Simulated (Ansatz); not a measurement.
# ScClF₂: a ladder of functionals and wavefunction methods

The task here is to estimate one member of a computed series from the others.

The runs use Ansatz 0.2.0, Gaussian basis; functionals in def2-TZVPP, the program's frozen cores in correlated methods.

The runs, in order: LDA (SPW92), PBE-D4, revPBE-D4, BLYP-D4, r2SCAN-D4, B97M-V, PBE0-D4, B3LYP-D4, r2SCANh-D4, r2SCAN0-D4, HSE06-D4, BHLYP-D4, CAM-B3LYP-D4, LC-ωPBE, ωB97X-V, ωB97M-V, B2PLYP, PBE-QIDH; CCSD(T)/def2-SVP; CCSD(T)/def2-TZVPP; MP2/def2-QZVPP; extrapolation to the limit; RPA on PBE.

## Structure used throughout

An earlier PBE0-D4 in a triple-zeta def2 set relaxation fixed the geometry.

4 atoms, charge 0, spin multiplicity 1.

Atoms are counted from 1 here; the program's logs count them from 0.

Bond lengths: F1–Sc2 1.825 Å, Sc2–F3 1.825 Å, Sc2–Cl4 2.297 Å. Angles: F1–Sc2–F3 117.7°, F1–Sc2–Cl4 121.1°, F3–Sc2–Cl4 121.2°.

The first run:

Input file in.yaml:

```yaml
crystal:
  periodic: [false, false, false]
  atoms:
    - {symbol: F, position_ang: [1.207368, 0.422341, 1.379747]}
    - {symbol: Sc, position_ang: [0.070561, -0.083717, 0.044727]}
    - {symbol: F, position_ang: [-0.015381, -1.859392, -0.368002]}
    - {symbol: Cl, position_ang: [-1.206948, 1.460468, -1.076671]}
basis:
  gaussian: {orbitals: def2-TZVPP}
hamiltonian: {xc: lda}
output: {orbitals: {seedname: orbitals}}
```

Steps of the session up to this table: LDA; PBE-D4 (GGA); revPBE-D4 (GGA); BLYP-D4 (GGA); r2SCAN-D4 (meta-GGA); B97M-V (meta-GGA); PBE0-D4 (hybrid); B3LYP-D4 (hybrid); r2SCANh-D4 (hybrid); r2SCAN0-D4 (hybrid); HSE06-D4 (hybrid); BHLYP-D4 (hybrid); CAM-B3LYP-D4 (range-separated); LC-ωPBE-D4 (range-separated; the results give it without D4); ωB97X-V (range-separated); ωB97M-V (range-separated); B2PLYP (double hybrid); PBE-QIDH (double hybrid).

One table of the session follows, with a row left open; its other results are not shown here.

It belongs to the step «Orbital energies across the functionals». 

```
  functional  HOMO (eV)  LUMO (eV)  gap (eV)
 LDA (SPW92)      -8.07      -4.03      4.04
      PBE-D4      -7.87      -3.79      4.08
   revPBE-D4      -7.80      -3.65      4.15
     BLYP-D4      -7.73      -3.84      3.89
   r2SCAN-D4      -8.24      -3.49      4.75
      B97M-V      -8.29      -3.63      4.67
     PBE0-D4      -9.31      -2.87      6.44
    B3LYP-D4      -9.04      -3.28      5.75
  r2SCANh-D4          ?          ?         ?
  r2SCAN0-D4      -9.56      -2.66      6.90
    HSE06-D4      -8.90      -3.24      5.66
    BHLYP-D4     -10.61      -2.17      8.44
CAM-B3LYP-D4     -10.71      -2.05      8.66
     LC-ωPBE     -12.11      -0.64     11.47
     ωB97X-V     -11.74      -0.83     10.91
     ωB97M-V     -11.60      -1.17     10.42
```

Estimate the missing values for r2SCANh-D4.

Worked estimate for «HOMO (eV)». Against the share of exact exchange, r2SCAN-D4 (0, -8.24), r2SCAN0-D4 (0.25, -9.56) give a slope of -5.28 per unit share; at 0.1 the line stands at -8.77.

**Answer.** HOMO (eV): -8.77; LUMO (eV): -3.15; gap (eV): 5.61. In «HOMO (eV)» the line misses by 0.00.
